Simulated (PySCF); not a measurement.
**Be₄: structure of the triplet**

Where does triplet Be₄ go from a tetrahedron start, is the end point a minimum, and what are its modes, charges and moments?

The runs use PySCF 2.14.0; PBE0, basis Be def2-TZVP, no relativity, density fitting.

### Step 1. The system as given

4 atoms, charge 0, spin multiplicity 3.

No contacts short enough for the rule that draws bonds.

```xyz
4
charge 0 multiplicity 3
Be    0.7789    0.7789    0.7789
Be    0.7789   -0.7789   -0.7789
Be   -0.7789    0.7789   -0.7789
Be   -0.7789   -0.7789    0.7789
```

### Step 2. First SCF at the start

One driver script runs all steps and calls PySCF; scf.py shows how it sets up the SCF of each step. The optimiser is the driver's own. After this first run the driver tries any further starts and a stability analysis.

scf.py

```python
from pyscf import gto, scf, dft
mol = gto.M(atom='''
Be     0.778900     0.778900     0.778900
Be     0.778900    -0.778900    -0.778900
Be    -0.778900     0.778900    -0.778900
Be    -0.778900    -0.778900     0.778900''',
    basis={'Be': 'def2-TZVP'},
    charge=0, spin=2)
mf = dft.UKS(mol, xc='PBE0')
mf.grids.atom_grid = (50, 194)
aux = {'Be': 'def2-universal-JKFIT'}
mf = mf.density_fit(auxbasis=aux)
mf.conv_tol = 1e-08
mf.diis_space = 10
mf.max_cycle = 60
mf.init_guess = 'minao'
mf.verbose = 4
mf.kernel()
```

Command:

```sh
$ OMP_NUM_THREADS=2 python axn.py task.json out
```

The log of the run:

```text
init E= -59.1723113729824
[... the frontier-level lines of each cycle are left out ...]
cycle= 1 E= -58.6456432870706  delta_E= 0.527  |g|= 0.13  |ddm|= 1.33
cycle= 2 E= -58.6585604927066  delta_E= -0.0129  |g|= 0.0746  |ddm|=  0.3
cycle= 3 E= -58.6651809636891  delta_E= -0.00662  |g|= 0.021  |ddm|= 0.134
cycle= 4 E= -58.6658333480402  delta_E= -0.000652  |g|= 0.013  |ddm|= 0.0494
cycle= 5 E= -58.6660969908435  delta_E= -0.000264  |g|= 0.00681  |ddm|= 0.0277
cycle= 6 E= -58.6662218516033  delta_E= -0.000125  |g|= 0.00174  |ddm|= 0.0178
cycle= 7 E= -58.6662625826736  delta_E= -4.07e-05  |g|= 0.00111  |ddm|= 0.0135
cycle= 8 E= -58.666288862777  delta_E= -2.63e-05  |g|= 0.0011  |ddm|= 0.0103
cycle= 9 E= -58.6662993872898  delta_E= -1.05e-05  |g|= 0.00104  |ddm|= 0.00425
cycle= 10 E= -58.6663208103029  delta_E= -2.14e-05  |g|= 0.00101  |ddm|= 0.00893
cycle= 11 E= -58.6664334350807  delta_E= -0.000113  |g|= 0.000976  |ddm|= 0.0538
cycle= 12 E= -58.6664568342603  delta_E= -2.34e-05  |g|= 0.000829  |ddm|= 0.0134
cycle= 13 E= -58.6664781669493  delta_E= -2.13e-05  |g|= 0.000687  |ddm|= 0.0135
cycle= 14 E= -58.6665391082821  delta_E= -6.09e-05  |g|= 0.00234  |ddm|= 0.0789
cycle= 15 E= -58.6665372178036  delta_E= 1.89e-06  |g|= 0.000397  |ddm|= 0.0269
cycle= 16 E= -58.6665524979431  delta_E= -1.53e-05  |g|= 0.00127  |ddm|= 0.0494
cycle= 17 E= -58.6665552866655  delta_E= -2.79e-06  |g|= 0.000508  |ddm|= 0.00765
cycle= 18 E= -58.6665564338045  delta_E= -1.15e-06  |g|= 6.68e-05  |ddm|= 0.0068
cycle= 19 E= -58.666556475732  delta_E= -4.19e-08  |g|= 2.71e-05  |ddm|= 0.00162
cycle= 20 E= -58.6665564790792  delta_E= -3.35e-09  |g|= 1.98e-05  |ddm|= 0.000265
Extra cycle  E= -58.6665564793878  delta_E= -3.09e-10  |g|= 1.84e-05  |ddm|= 5.21e-05
converged SCF energy = -58.6665564793878  <S^2> = 2.0713471  2S+1 = 3.0471935
```

This step, with its further starts and checks, took 9.5 s on 2 threads of Arm Neoverse V2, shared host.

Energies from each starting density:

```
                      start  energy (Eh)
    the minimal-basis guess   -58.666556
a thermally smeared density   -58.665461
      a smeared PBE density   -58.665461
```

No lower solution of this spin turned up from the other starts or in the test of internal stability.

### Step 3. Relaxation: tetrahedron start, triplet

The program finds Td symmetry in the start, which this walk keeps.

Changes to scf.py since step 2:

```diff
@@ -16 +15,0 @@
-mf.init_guess = 'minao'
```

The optimiser's trace:

```
step  energy (Eh)  change (kJ/mol)  largest symmetric gradient (Eh/bohr)
   0   -58.666556             0.00                               0.01315
   1   -58.670643           -10.73                               0.01049
   2   -58.675529           -23.56                               0.00384
   3   -58.675979           -24.74                               0.00089
   4   -58.676007           -24.81                               0.00006
```

The walk took 3.7 s.

Geometry (Å) and forces (eV/Å) at some steps, with the part that breaks the symmetry left in:

```
step 0
Be   0.779   0.779   0.779  -1.197  -0.415  -0.415
Be   0.779  -0.779  -0.779  -1.198   0.416   0.416
Be  -0.779   0.779  -0.779   1.197  -0.416   0.415
Be  -0.779  -0.779   0.779   1.198   0.415  -0.416
step 1
Be   0.764   0.764   0.764  -1.045  -0.287  -0.287
Be   0.764  -0.764  -0.764  -1.045   0.287   0.287
Be  -0.764   0.764  -0.764   1.045  -0.287   0.287
Be  -0.764  -0.764   0.764   1.045   0.287  -0.287
step 2
Be   0.711   0.711   0.711  -0.231   0.412   0.412
Be   0.711  -0.711  -0.711  -0.231  -0.412  -0.411
Be  -0.711   0.711  -0.711   0.231   0.412  -0.412
Be  -0.711  -0.711   0.711   0.231  -0.412   0.411
step 3
Be   0.725   0.725   0.725  -0.497   0.180   0.180
Be   0.725  -0.725  -0.725  -0.497  -0.180  -0.180
Be  -0.725   0.725  -0.725   0.497   0.180  -0.180
Be  -0.725  -0.725   0.725   0.497  -0.180   0.180
step 4
Be   0.722   0.722   0.722  -0.451   0.221   0.221
Be   0.722  -0.722  -0.722  -0.451  -0.221  -0.221
Be  -0.722   0.722  -0.722   0.451   0.221  -0.221
Be  -0.722  -0.722   0.722   0.451  -0.221   0.221
```

End point (Td, 4 steps, 24.8 kJ/mol gained): Be–Be 2.043 Å (×6); Be–Be–Be 60.0° (×12). A gradient of 0.0087 Eh/bohr that breaks the symmetry is left: this electronic state wants a lower symmetry.

### Step 4. Releasing the symmetry

The geometry is nudged along the force that breaks the symmetry.

The program finds D2d symmetry in the start, which may break. The walk stops when the largest gradient is under 0.0003 Eh/bohr and the energy has settled too.

Changes to scf.py since step 3:

```diff
@@ -3,4 +3,4 @@
-Be     0.778900     0.778900     0.778900
-Be     0.778900    -0.778900    -0.778900
-Be    -0.778900     0.778900    -0.778900
-Be    -0.778900    -0.778900     0.778900''',
+Be     0.687220     0.739456     0.739456
+Be     0.687220    -0.739456    -0.739456
+Be    -0.687220     0.739456    -0.739456
+Be    -0.687220    -0.739456     0.739456''',
```

Energy and gradient, step by step:

```
step  energy (Eh)  change (kJ/mol)  largest gradient (Eh/bohr)
   0   -58.678610             0.00                     0.00374
   1   -58.679218            -1.60                     0.00252
   2   -58.679831            -3.20                     0.00127
   3   -58.679870            -3.31                     0.00094
   4   -58.679890            -3.36                     0.00056
   5   -58.679895            -3.37                     0.00017
   6   -58.679896            -3.38                     0.00001
```

The walk took 5.3 s.

Geometry (Å) and forces (eV/Å) at some steps:

```
step 0
Be   0.687   0.739   0.739  -0.192   0.158   0.158
Be   0.687  -0.739  -0.739  -0.192  -0.158  -0.158
Be  -0.687   0.739  -0.739   0.192   0.158  -0.158
Be  -0.687  -0.739   0.739   0.192  -0.158   0.158
step 1
Be   0.674   0.747   0.747  -0.107   0.129   0.129
Be   0.674  -0.747  -0.747  -0.107  -0.129  -0.129
Be  -0.674   0.747  -0.747   0.107   0.129  -0.129
Be  -0.674  -0.747   0.747   0.107  -0.129   0.129
step 3
Be   0.644   0.769   0.769   0.049   0.041   0.041
Be   0.644  -0.769  -0.769   0.048  -0.041  -0.041
Be  -0.644   0.769  -0.769  -0.049   0.041  -0.041
Be  -0.644  -0.769   0.769  -0.048  -0.041   0.041
step 6
Be   0.645   0.773   0.773   0.001  -0.001  -0.001
Be   0.645  -0.773  -0.773   0.001   0.001   0.001
Be  -0.645   0.773  -0.773  -0.001  -0.001   0.001
Be  -0.645  -0.773   0.773  -0.001   0.001  -0.001
```

End point (D2d, 6 steps, 3.4 kJ/mol gained): Be–Be 2.013 Å (×4), Be–Be 2.185 Å (×2); Be–Be–Be 57.1° (×8), Be–Be–Be 65.7° (×4).

### Step 5. Is it a minimum? Harmonic modes

On the finer grid the gradient is checked again; gradients at displacements of ±0.02 bohr then give force constants and infrared intensities.

Changes to scf.py since step 4:

```diff
@@ -3,4 +3,4 @@
-Be     0.687220     0.739456     0.739456
-Be     0.687220    -0.739456    -0.739456
-Be    -0.687220     0.739456    -0.739456
-Be    -0.687220    -0.739456     0.739456''',
+Be     0.644796     0.772646     0.772646
+Be     0.644795    -0.772646    -0.772646
+Be    -0.644795     0.772646    -0.772646
+Be    -0.644795    -0.772646     0.772646''',
@@ -10 +10 @@
-mf.grids.atom_grid = (50, 194)
+mf.grids.atom_grid = (75, 302)
@@ -13 +13 @@
-mf.conv_tol = 1e-08
+mf.conv_tol = 1e-10
```

The driver hands on the density of the step before, so the log starts near convergence.

SCF at the final geometry:

```text
init E= -58.679875057931
[... the frontier-level lines of each cycle are left out ...]
cycle= 1 E= -58.6798750579124  delta_E= 1.87e-11  |g|= 4.7e-06  |ddm|= 8.94e-06
Extra cycle  E= -58.6798750578302  delta_E= 8.22e-11  |g|= 9.34e-06  |ddm|= 1.72e-05
converged SCF energy = -58.6798750578302  <S^2> = 2.0462979  2S+1 = 3.0307081
```

The whole step took 17 s.

Geometry: D2d; Be–Be 2.013 Å (×4), Be–Be 2.185 Å (×2); Be–Be–Be 57.1° (×8), Be–Be–Be 65.8° (×4).

Harmonic modes (main isotopes):

```csv
symmetry,ω (cm⁻¹),IR (km/mol)
a1,346,0.0
b2,388,4.3
e,449,68.5
b1,509,0.0
a1,708,0.0
```

Every mode is real; the point is a minimum.

Constants and moments:

```yaml
Dipole_moment: 0.00 D
Highest_occupied_level: -4.96 eV
Lowest_empty_level: -3.93 eV
Rotational_constants: 0.4618, 0.4618, 0.3917 cm⁻¹
Zero-point_energy: 17.0 kJ/mol
Principal_polarisabilities: 109.5, 135.1, 135.1 bohr³
Atomisation_energy_without_zero-point_energy: 362 kJ/mol
Principal_traceless_quadrupole_moments_about_the_centre_of_mass: -2.11, -2.11, 4.21 D Å
Entropy_at_298.15_K_and_1_bar_electronic_part_spin_only: 265.0 J/(mol K)
Heat_capacity_Cp_at_298.15_K: 66.1 J/(mol K)
Enthalpy_at_298.15_K_above_0_K: 13.97 kJ/mol
Rotational_symmetry_number: 4
Spin_squared_⟨S²⟩: 2.046
```

Populations by atom (charges in e):

| atom | Mulliken | Löwdin | polar tensor | spin (Mulliken) | Mayer order to Be1 |
| --- | --- | --- | --- | --- | --- |
| Be1 | 0.00 | 0.00 | 0.00 | 0.50 | – |
| Be2 | 0.00 | 0.00 | 0.00 | 0.50 | 0.71 |
| Be3,4 | 0.00 | 0.00 | 0.00 | 0.50 | 0.86 |

Outer orbital energies (eV). α occupied: -111.12, -111.12, -111.11, -12.29, -7.04, -6.59, -6.59, -4.96; empty: -2.13, -2.13, -1.97, -1.86. β occupied: -111.00, -110.98, -110.98, -110.97, -11.41, -6.26, -6.26; empty: -3.93, -2.61, -1.64, -1.06.

Mulliken populations on Be1: s 2.99, p 0.96, d 0.05.

### Step 6. Density, ELF and potential

The plane holds Be1 at (0.00, 0.00), Be2 at (2.19, 0.00), Be3 at (1.09, 1.69) Å. Columns run from x = -1.95 to 4.35 Å, rows from y = 4.05 (top) to -1.95 Å, in steps of 0.3 Å.

Density (cut at 5 e/Å³):

Ten steps from '0' (0.000 e/Å³) to '9' (5.000 e/Å³), finer at the low end (step k begins (100^(k/10) - 1)/99 of the way up):
```
0000000000000000000000
0000000000000000000000
0000000000000000000000
0000000001110000000000
0000000111111100000000
0000001122222110000000
0000011223332211000000
0000012235973221100000
0000112337994322100000
0001123345764332110000
0001223444444433211000
0011233444444433211000
0012235544444553221000
0012249954444996321000
0012249954444996321000
0011234433333453221000
0001222222222222211000
0001112222222221110000
0000011111111111100000
0000000000000000000000
0000000000000000000000
```

ELF (0 where the density is under 0.005 e/Å³):

Ten even steps from '0' (0.00) to '9' (1.00):
```
0000000000000000000000
0000000067776000000000
0000006788888760000000
0000067889999876000000
0000578888888887600000
0004678886568888750000
0036788850003788764000
0057888711960688876300
0467888806990688887500
0578888840501888887640
4678888884137888887750
6788764578788645788760
7888500017773000378875
7888209905760993078885
7898209904760993078886
7898600005761000389985
7899852246775214899870
5889887666776678899860
0688887766666778888700
0067777665555677777000
0005666544444556650000
```

Highest occupied orbital at -4.96 eV (sign arbitrary; one member if degenerate):

Ten even steps from '0' (-0.23 Å^-3/2) to '9' (0.25 Å^-3/2):
```
4444444444344444444444
4444444333333344444444
4444443333333333444444
4444433322222333444444
4444333221112233344444
4444332210001223334444
4443332210001223334444
4443333221112233333444
4433333345854333333444
4333334467986543333344
3333334578997643333334
3332234689998753222334
3322124799999852122333
3321114999999961012233
3321001678887730012233
3321001356665410012233
3322111244554311112333
3332212234443321222334
4333222333333322223334
4333333333333333333344
4443333333333333333444
```

Values on the line from Be1 (at 0) through Be2 (at 2.185 Å):

```
distance (Å)  density (e/Å³)     ELF  electrostatic potential (V)  spin density (e/Å³)
       -0.76           0.136   0.243                         14.1               0.0529
       -0.55           0.253   0.026                         27.8               0.0562
       -0.33            2.34   0.879                         65.1               0.0461
       -0.11            47.2       1                          338                0.137
        0.22              10   0.997                          121               0.0501
        0.44           0.694  0.0736                           40                0.067
        0.66           0.312   0.162                         18.4               0.0918
        0.87           0.313   0.671                         9.82                0.102
        1.09           0.313   0.735                         7.41                0.104
        1.31           0.313   0.671                         9.82                0.102
        1.53           0.312   0.162                         18.4               0.0918
        1.75           0.694  0.0736                           40                0.067
        1.97              10   0.997                          121               0.0501
        2.29            47.2       1                          338                0.137
        2.51            2.34   0.879                         65.1               0.0461
        2.73           0.253   0.026                         27.8               0.0562
        2.95           0.136   0.243                         14.1               0.0529
        3.17          0.0956   0.767                         7.52               0.0398
        3.39          0.0624   0.878                         4.11               0.0271
```

Making the fields took 0.6 s on 2 threads of Arm Neoverse V2, shared host.

### Step 7. Outcome

```
                                          quantity                                                                             value
                                           minimum                                                                      triplet, D2d
                                          geometry  Be–Be 2.013 Å (×4), Be–Be 2.185 Å (×2); Be–Be–Be 57.1° (×8), Be–Be–Be 65.8° (×4)
                                wavenumbers (cm⁻¹)                                   346 (a1), 388 (b2), 449 (e), 509 (b1), 708 (a1)
                                     dipole moment                                                                            0.00 D
highest occupied, lowest empty level (either spin)                                                                   -4.96, -3.93 eV
                        polar-tensor charge of Be1                                                                           +0.00 e
                                 zero-point energy                                                                       17.0 kJ/mol
                               entropy at 298.15 K                                                                   265.0 J/(mol K)
         atomisation energy (no zero-point energy)                                                                        362 kJ/mol
                                              ⟨S²⟩                                                                             2.046
```

In words: From Td at the start the molecule goes to a D2d minimum. The strongest infrared band lies at 449 cm⁻¹ (e). Only this shape and spin were tried, so other structures or states may lie lower.

The search up to here took 35 s.
